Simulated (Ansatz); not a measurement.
This script drives Ansatz 0.2.0, Python API.

Contents of `ge2h4s2.xyz`:
```text
8

S    -0.50820   -0.50810    1.50360
Ge    0.40250    1.29860    0.54730
S     0.50860    0.45240   -1.51260
Ge   -0.34740   -1.30320   -0.55870
H     1.81640    1.54950    1.12560
H    -0.53070    2.55160    0.58020
H     0.54200   -2.54600   -0.58440
H    -1.79110   -1.55200   -1.15680
```

The script, `run_bde.py`:
```python
"""X-H bond energies and deprotonation of Ge2H4S2 without relaxation."""

from dataclasses import dataclass
import logging
import sys

import ansatz

logging.basicConfig(stream=sys.stdout, format="%(levelname)s %(message)s")
logger = logging.getLogger("ge2h4s2")
logger.setLevel(logging.INFO)


@dataclass(frozen=True)
class RunConfig:
    basis: str = "def2-SVPD"
    functional: str = "R2SCAN0"


cfg = RunConfig()


def single_point(molecule, charge=0, unpaired=0):
    calc = (
        molecule.calculation()
        .basis(gaussian=cfg.basis)
        .functional(cfg.functional)
        .scf(lower_state_search="light")
    )
    if charge:
        calc = calc.charge(charge)
    if unpaired:
        calc = calc.spin("collinear", total=unpaired)
    return calc.run().report["free_energy_ev"]

def without(molecule, index):
    rest = ansatz.Crystal.molecule()
    for i, site in enumerate(molecule.cartesian_sites):
        if i != index:
            rest = rest.atom(site.symbol, site.position_ang)
    return rest

molecule = ansatz.Crystal.molecule_from_extxyz("ge2h4s2.xyz")

whole = single_point(molecule, 0)
hydrogen = single_point(ansatz.Crystal.molecule().atom("H", (0, 0, 0)), 0, 1)
logger.info(f"E(molecule) = {whole:.5f} eV, E(H) = {hydrogen:.5f} eV")
for index in [7]:
    radical = single_point(without(molecule, index), 0, 1)
    logger.info(f"H{index}: homolysis {96.485332 * (radical + hydrogen - whole):.1f} kJ/mol")
    anion = single_point(without(molecule, index), -1)
    logger.info(f"H{index}: loss of a proton {96.485332 * (anion - whole):.1f} kJ/mol")
```

It is started by `python run_bde.py`. How long does it take on 1 thread of Arm Neoverse V1 (shared host), and how much memory does it need?

It took about 84 s, with a peak of 0.77 GiB, for 4 runs of the engine.

```console
$ python run_bde.py
INFO E(molecule) = -134751.14476 eV, E(H) = -13.58464 eV
INFO H7: homolysis 335.2 kJ/mol
INFO H7: loss of a proton 1525.1 kJ/mol
```

These settings explore the input space; basis and method may be short of convergence. The geometry is a force-field or estimated start, not a minimum of this method, and the basis set is short of its limit. All parts are taken at fixed geometry, without zero-point energy.

(Lines on the test bed's own set-up are left out of the output.)
